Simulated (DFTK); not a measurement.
# HPbNO4 (P1) in DFTK: a series of runs, part 2 of 2

DFTK 0.8.2.

## (6) Single point, PBE

run.jl

```julia
using DFTK
using PseudoPotentialData
using Unitful, UnitfulAtomic
using LinearAlgebra, Printf
include("save.jl")
setup_threading()

# lattice vectors are the columns
lattice = austrip(1u"Å") * [        4.1204        0.00404        0.02791;
                 -0.00081        6.42722        3.20707;
                  -0.0112         0.0536        7.74994]
symbols   = [:H, :H, :Pb, :Pb, :N, :N, :O, :O, :O, :O, :O, :O, :O, :O]
positions = [[0.90366, 0.21821, 0.48851],
             [0.40337, 0.78177, 0.51142],
             [0.39455, 0.30863, 0.70725],
             [0.89489, 0.69135, 0.29266],
             [0.63409, 0.1999, 0.2073],
             [0.13386, 0.80012, 0.79275],
             [0.90829, 0.32866, 0.54369],
             [0.53792, 0.39076, 0.19497],
             [0.53483, 0.11279, 0.10602],
             [0.83718, 0.08887, 0.32672],
             [0.40817, 0.67132, 0.45624],
             [0.03774, 0.60924, 0.8052],
             [0.03429, 0.88737, 0.89397],
             [0.33716, 0.91101, 0.6733]]
pseudopotentials = PseudoFamily("dojo.nc.sr.pbe.v0_4_1.standard.upf")
elements = Dict(s => ElementPsp(s, pseudopotentials) for s in unique(symbols))
atoms    = [elements[s] for s in symbols]

build_model(lattice, positions; symmetries=true) =
    model_DFT(lattice, atoms, positions;
              functionals=PBE(),
              temperature=austrip(0.1u"eV"),
              smearing=Smearing.MethfesselPaxton(1),
              symmetries)
Ecut  = 42.0  # hartree
kgrid = [4, 2, 2]
tol   = 1e-6
to_GPa = ustrip(uconvert(u"GPa", 1u"hartree/bohr^3"))

model = build_model(lattice, positions)
basis = PlaneWaveBasis(model; Ecut, kgrid)
display(basis)
scfres = self_consistent_field(basis;
                               tol,
                               nbandsalg=AdaptiveBands(model; n_bands_converge=55))
display(scfres.energies)
@printf "Fermi level: %.6f eV\n" ustrip(auconvert(u"eV", something(scfres.εF, NaN)))
forces = compute_forces_cart(scfres)
println("Forces (eV/Å)")
for (s, f) in zip(symbols, forces)
    @printf "%-3s %12.6f %12.6f %12.6f\n" s ustrip.(auconvert.(u"eV/Å", f))...
end
stress = compute_stresses_cart(scfres)
println("Stress (GPa)")
display(round.(stress * to_GPa; digits=4))
println("Levels at the first k-point (eV): ", round.(ustrip.(auconvert.(u"eV", scfres.eigenvalues[1][1:scfres.n_bands_converge])); digits=4))
save_scf!(scfres; forces, stress)
```

Potentials or basis: dojo.nc.sr.pbe.v0_4_1.standard.upf (PBE).

On the command line:

```
$ julia --threads=4 run.jl  # save.jl only writes the numbers to a file and isn't shown; printed stress counts tension as positive; times include loading and compiling
```

Log:

```text
PlaneWaveBasis discretization:

    Ecut                 : 42.0 Ha
    fft_size             : (48, 75, 96), 345600 total points
    kgrid                : MonkhorstPack([4, 2, 2])
    num.   red. kpoints  : 16
    num. irred. kpoints  : 16

    Discretized Model(gga_x_pbe+gga_c_pbe, 3D):
        lattice (in Bohr)    : [7.78643   , 0.00763449, 0.0527423 ]
                               [-0.00153068, 12.1457   , 6.06048   ]
                               [-0.0211649, 0.101289  , 14.6453   ]
        unit cell volume     : 1380.3 Bohr³

        atoms                : H₂N₂O₈Pb₂
        pseudopot. family    : PseudoFamily("dojo.nc.sr.pbe.v0_4_1.standard.upf")

        num. electrons       : 88
        spin polarization    : none
        temperature          : 0.0036749 Ha
        smearing             : DFTK.Smearing.MethfesselPaxton(1)

        terms                : Kinetic()
                               AtomicLocal()
                               AtomicNonlocal()
                               Ewald(nothing)
                               PspCorrection()
                               Hartree()
                               Xc(gga_x_pbe, gga_c_pbe)
                               Entropy()
n     Energy            log10(ΔE)   log10(Δρ)   Diag   Δtime
---   ---------------   ---------   ---------   ----   ------
  1   -294.1145446118                   -0.13    7.8    55.6s
  2   -294.6578157162       -0.26       -0.48    3.8    35.5s
  3   -294.7244071348       -1.18       -0.88    4.2    34.4s
  4   -294.7346466720       -1.99       -1.50    2.0    21.8s
  5   -294.7350930882       -3.35       -1.95    1.0    18.7s
  6   -294.7352911670       -3.70       -2.40    3.4    22.3s
  7   -294.7353345489       -4.36       -2.81    4.5    25.2s
  8   -294.7353406199       -5.22       -3.05    3.9    25.6s
  9   -294.7353417073       -5.96       -3.36    4.2    22.2s
 10   -294.7353421059       -6.40       -3.84    2.8    23.7s
 11   -294.7353421639       -7.24       -4.47    4.8    27.0s
 12   -294.7353421679       -8.40       -4.83    4.5    30.7s
 13   -294.7353421681       -9.74       -5.21    2.8    22.7s
 14   -294.7353421681      -10.50       -5.57    3.4    27.1s
 15   -294.7353421681      -11.44       -5.89    2.3    20.7s
 16   -294.7353421681      -11.90       -6.40    3.5    24.5s
Energy breakdown (in Ha):
    Kinetic             172.2811935
    AtomicLocal         -273.0610714
    AtomicNonlocal      -51.2578083
    Ewald               -166.4816494
    PspCorrection       9.5469193
    Hartree             94.1818346
    Xc                  -79.9447606
    Entropy             0.0000000

    total               -294.735342168120
Fermi level: 1.647846 eV
Forces (eV/Å)
H       0.001514     0.140435     0.067460
H       0.001533    -0.140166    -0.067044
Pb      0.015052    -0.004096     0.028075
Pb      0.014630     0.004331    -0.027813
N      -0.013010     0.013955    -0.012530
N      -0.015447    -0.015717     0.014608
O      -0.016705    -0.177442    -0.076065
O      -0.000695     0.024953     0.003657
O      -0.004304    -0.027739    -0.016386
O       0.019986     0.001622     0.026368
O      -0.016118     0.176891     0.075376
O       0.000023    -0.023645    -0.003995
O      -0.003492     0.027689     0.016035
O       0.020600    -0.001042    -0.027784
Stress (GPa)
3×3 StaticArraysCore.SMatrix{3, 3, Float64, 9} with indices SOneTo(3)×SOneTo(3):
 -0.0629  0.0015  0.003
  0.0015  0.1238  0.1333
  0.003   0.1333  0.0075
Levels at the first k-point (eV): [-25.5126, -25.4992, -20.1691, -20.1593, -19.8614, -19.8162, -17.9701, -17.7273, -15.0779, -15.066, -15.0582, -15.0465, -15.0306, -15.0222, -15.0201, -15.0097, -14.963, -14.7532, -9.647, -9.4481, -7.7817, -7.4487, -7.3835, -7.361, -7.1153, -7.0582, -6.3216, -6.1833, -4.5205, -3.5388, -3.048, -2.5926, -2.2633, -1.9145, -1.8203, -1.7714, -1.7133, -1.6086, -1.595, -1.4233, -1.2751, -0.2955, -0.2121, -0.1554, 3.3582, 3.5233, 4.5569, 4.7429, 5.859, 6.0711, 6.2564, 6.8831, 7.1393, 8.5312, 8.9012]
```

Wall time 19 min (4 threads of AMD EPYC 7R43 (Zen 3), shared host); peak memory 6 GiB.

What came out:

```yaml
Free_energy: -8020.1572 eV
Pressure: 0.0 GPa
Largest_force: 0.194 eV/Å
Band_gap_on_the_k_mesh: 3.29 eV, indirect (least direct gap 3.37 eV)
```

Forces on the atoms (eV/Å):
```
H    0.002  0.140  0.067
H    0.002 -0.140 -0.067
Pb   0.015 -0.004  0.028
Pb   0.015  0.004 -0.028
N   -0.013  0.014 -0.013
N   -0.015 -0.016  0.015
O   -0.017 -0.177 -0.076
O   -0.001  0.025  0.004
O   -0.004 -0.028 -0.016
O    0.020  0.002  0.026
O   -0.016  0.177  0.075
O    0.000 -0.024 -0.004
O   -0.003  0.028  0.016
O    0.021 -0.001 -0.028
```

Levels at points of the mesh, in eV from the valence-band top:
```tsv
k point	band 42	band 43	band 44	band 45	band 46	band 47
(0.00, 0.00, 0.00)	-0.30	-0.22	-0.16	3.35	3.52	4.55
(-0.50, 0.00, 0.00)	-0.73	-0.19	-0.19	3.31	3.31	4.63
(0.00, -0.50, 0.00)	-0.42	-0.35	-0.17	3.46	3.59	4.34
(-0.50, -0.50, 0.00)	-0.71	-0.12	-0.12	3.29	3.29	4.62
(0.00, 0.00, -0.50)	-0.44	-0.31	-0.04	3.50	3.53	4.51
(-0.50, 0.00, -0.50)	-0.70	-0.13	-0.13	3.34	3.35	4.56
(0.00, -0.50, -0.50)	-0.60	-0.31	0.00	3.60	3.60	3.92
(-0.50, -0.50, -0.50)	-0.76	-0.08	-0.08	3.29	3.29	4.60
```

Caveat: the k mesh is coarse (spacing up to 0.53 Å⁻¹), so the values aren't converged; spin-orbit coupling is left out, which as a rule narrows the gap of such compounds by several tenths of an eV. A hybrid or GW would open this gap; PBE tends to underestimate it.

## (7) Single point, PBE

Edit run.jl of step 6 so:

```diff
@@ -34,3 +34,3 @@
               temperature=austrip(0.1u"eV"),
-              smearing=Smearing.MethfesselPaxton(1),
+              smearing=Smearing.MethfesselPaxton(2),
               symmetries)
```

On the command line:

```
$ julia --threads=4 run.jl  # save.jl only writes the numbers to a file and isn't shown; printed stress counts tension as positive; times include loading and compiling
```

Wall time 19 min (4 threads of AMD EPYC 7R43 (Zen 3), shared host); peak memory 6.3 GiB.

It converged, with:

```
Free energy            : -8020.1572 eV
Pressure               : 0.0 GPa
Largest force          : 0.194 eV/Å
Band gap on the k mesh : 3.29 eV, indirect (least direct gap 3.37 eV)
```

Forces on the atoms (eV/Å):
```
H    0.002  0.140  0.067
H    0.002 -0.140 -0.067
Pb   0.015 -0.004  0.028
Pb   0.015  0.004 -0.028
N   -0.013  0.014 -0.013
N   -0.015 -0.016  0.015
O   -0.017 -0.177 -0.076
O   -0.001  0.025  0.004
O   -0.004 -0.028 -0.016
O    0.020  0.002  0.026
O   -0.016  0.177  0.075
O    0.000 -0.024 -0.004
O   -0.003  0.028  0.016
O    0.021 -0.001 -0.028
```

Stress tensor (GPa, compression positive):
```
 0.06  0.00  0.00
 0.00 -0.12 -0.13
 0.00 -0.13 -0.01
```

Levels at points of the mesh, in eV from the valence-band top:
| k point | band 40 | band 41 | band 42 | band 43 | band 44 | band 45 | band 46 | band 47 | band 48 | band 49 |
| --- | --- | --- | --- | --- | --- | --- | --- | --- | --- | --- |
| (0.00, 0.00, 0.00) | -1.43 | -1.28 | -0.30 | -0.22 | -0.16 | 3.35 | 3.52 | 4.55 | 4.74 | 5.86 |
| (-0.50, 0.00, 0.00) | -1.21 | -0.73 | -0.73 | -0.19 | -0.19 | 3.31 | 3.31 | 4.63 | 4.63 | 5.77 |
| (0.00, -0.50, 0.00) | -1.26 | -1.19 | -0.42 | -0.35 | -0.17 | 3.46 | 3.59 | 4.34 | 4.53 | 5.08 |
| (-0.50, -0.50, 0.00) | -1.31 | -0.71 | -0.71 | -0.12 | -0.12 | 3.29 | 3.29 | 4.62 | 4.62 | 5.79 |
| (0.00, 0.00, -0.50) | -1.36 | -1.25 | -0.44 | -0.31 | -0.04 | 3.50 | 3.53 | 4.51 | 4.57 | 5.38 |
| (-0.50, 0.00, -0.50) | -1.24 | -0.70 | -0.70 | -0.13 | -0.13 | 3.34 | 3.35 | 4.56 | 4.56 | 5.76 |
| (0.00, -0.50, -0.50) | -1.35 | -1.14 | -0.60 | -0.31 | 0.00 | 3.60 | 3.60 | 3.92 | 4.44 | 5.37 |
| (-0.50, -0.50, -0.50) | -1.25 | -0.76 | -0.76 | -0.08 | -0.08 | 3.29 | 3.29 | 4.60 | 4.60 | 5.81 |

Caveat: the k mesh is coarse (spacing up to 0.53 Å⁻¹), so the values aren't converged; spin-orbit coupling is left out, which as a rule narrows the gap of such compounds by several tenths of an eV. Expect the measured gap to be larger: semilocal functionals such as PBE lack the derivative discontinuity.

## (8) The runs side by side

| potentials or basis | k mesh | cutoff (eV) | smearing | mesh quality | gap on the mesh (eV) | pressure (GPa) | largest force (eV/Å) |
| --- | --- | --- | --- | --- | --- | --- | --- |
| in-house norm-conserving set (PBE, scalar relativistic) | 4 × 3 × 2 | 1252 | fermi-dirac 0.05 eV | not flagged | 3.31 | -0.1 | 0.04 |
| dojo.nc.sr.pbe.v0_4_1.standard.upf (PBE) | 4 × 2 × 2 | 1143 | fermi-dirac 0.1 eV | coarse | 3.29 | 0.0 | 0.19 |
| dojo.nc.sr.pbe.v0_4_1.standard.upf (PBE) | 4 × 2 × 2 | 1143 | gaussian 0.1 eV | coarse | 3.29 | 0.0 | 0.19 |
| dojo.nc.sr.pbe.v0_4_1.standard.upf (PBE) | 4 × 2 × 2 | 1143 | cold 0.1 eV | coarse | 3.29 | 0.0 | 0.19 |
| dojo.nc.sr.pbe.v0_4_1.standard.upf (PBE) | 4 × 2 × 2 | 1143 | methfessel-paxton order 1 0.1 eV | coarse | 3.29 | 0.0 | 0.19 |
| dojo.nc.sr.pbe.v0_4_1.standard.upf (PBE) | 4 × 2 × 2 | 1143 | methfessel-paxton order 2 0.1 eV | coarse | 3.29 | 0.0 | 0.19 |

Alike in all rows: task single point; level PBE; no spin polarisation; cell as given.

Caveats: some runs use coarse meshes; spin-orbit coupling is left out, which as a rule narrows the gap of such compounds by several tenths of an eV; an odd mesh through Γ misses points on the zone boundary, where band edges often lie (some runs).

Total energies depend on the potentials used, so only differences within one code and one set of settings carry meaning.
